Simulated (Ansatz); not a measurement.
**SiSbH₅: one species, many methods**

An exercise on one series of results from a longer session: the logs are not shown, and one member is left open.

Computed with Ansatz 0.2.0, Gaussian basis. Level: functionals in def2-TZVPP, the program's frozen cores in correlated methods.

Levels to be run: LDA (SPW92), PBE-D4, revPBE-D4, BLYP-D4, r2SCAN-D4, B97M-V, PBE0-D4, B3LYP-D4, r2SCANh-D4, r2SCAN0-D4, HSE06-D4, BHLYP-D4, CAM-B3LYP-D4, LC-ωPBE, ωB97X-V, ωB97M-V, B2PLYP, PBE-QIDH; CCSD(T)/def2-SVP; CCSD(T)/def2-TZVPP; CCSD(T)/def2-QZVPP; extrapolation to the limit; RPA on PBE.

### Structure used throughout

An earlier PBE0-D4 in a triple-zeta def2 set relaxation fixed the geometry. Sb takes the def2 core potential; no spin-orbit term is included.

SMILES `[SiH3][SbH2]`, 7 atoms, charge 0, spin multiplicity 1.

Atoms are counted from 1 here; the program's logs count them from 0.

Bond lengths: Si1–Sb2 2.574 Å, Si1–H3 1.487 Å, Si1–H4 1.487 Å, Si1–H5 1.485 Å, Sb2–H6 1.708 Å, Sb2–H7 1.709 Å. Angles: Sb2–Si1–H3 108.7°, Sb2–Si1–H4 108.6°, Sb2–Si1–H5 112.8°, H3–Si1–H4 108.6°, H3–Si1–H5 109.1°, H4–Si1–H5 109.1°, Si1–Sb2–H6 91.0°, Si1–Sb2–H7 90.9°, H6–Sb2–H7 91.5°.

As a file:

```
Si   -0.6481   -0.5393   -0.4471
Sb    1.1767    0.1378    1.2374
H    -1.8828   -0.8894    0.3039
H    -0.1877   -1.7434   -1.1883
H    -0.9614    0.5386   -1.4199
H     0.4242    1.6510    1.4885
H     2.1405    0.7767   -0.0203
```

Set-up of the first run:

Input file in.yaml:

```yaml
crystal:
  periodic: [false, false, false]
  atoms:
    - {symbol: Si, position_ang: [-0.648085, -0.539314, -0.447082]}
    - {symbol: Sb, position_ang: [1.176677, 0.137814, 1.237380]}
    - {symbol: H, position_ang: [-1.882825, -0.889447, 0.303868]}
    - {symbol: H, position_ang: [-0.187742, -1.743379, -1.188290]}
    - {symbol: H, position_ang: [-0.961448, 0.538594, -1.419863]}
    - {symbol: H, position_ang: [0.424213, 1.650988, 1.488510]}
    - {symbol: H, position_ang: [2.140511, 0.776745, -0.020324]}
basis:
  gaussian: {orbitals: def2-TZVPP}
hamiltonian: {xc: lda}
output: {orbitals: {seedname: orbitals}}
```

Launch:

```console
ansatz run in.yaml --threads 2 --pin off --events-out ev --progress --plain --max-ram 32768MiB --backend cpu
```

Among the steps run: LDA; PBE-D4 (GGA); revPBE-D4 (GGA); BLYP-D4 (GGA); r2SCAN-D4 (meta-GGA); B97M-V (meta-GGA); PBE0-D4 (hybrid); B3LYP-D4 (hybrid); r2SCANh-D4 (hybrid); r2SCAN0-D4 (hybrid); HSE06-D4 (hybrid); BHLYP-D4 (hybrid); CAM-B3LYP-D4 (range-separated); LC-ωPBE (range-separated); ωB97X-V (range-separated); ωB97M-V (range-separated); B2PLYP (double hybrid); PBE-QIDH (double hybrid).

One table of the session follows, with a row left open; its other results are not shown here.

It belongs to the step «Orbital energies across the functionals». 

```
  functional  HOMO (eV)  gap (eV)
 LDA (SPW92)      -6.43      5.06
      PBE-D4      -6.30      5.09
   revPBE-D4          ?         ?
     BLYP-D4      -6.15      5.03
   r2SCAN-D4      -6.53      5.60
      B97M-V      -6.52      5.39
     PBE0-D4      -7.25      6.78
    B3LYP-D4      -7.07      6.38
  r2SCANh-D4      -6.88      6.21
  r2SCAN0-D4      -7.41      7.11
    HSE06-D4      -6.87      6.04
    BHLYP-D4      -8.08      8.36
CAM-B3LYP-D4      -8.43      8.86
     LC-ωPBE      -9.66     11.14
     ωB97X-V      -9.36     10.75
     ωB97M-V      -9.24     10.34
```

**Question.** Estimate the row for revPBE-D4.

The run gave: HOMO (eV): -6.25; gap (eV): 5.12. In the column «HOMO (eV)» it lies between PBE-D4 (-6.30) and BLYP-D4 (-6.15).
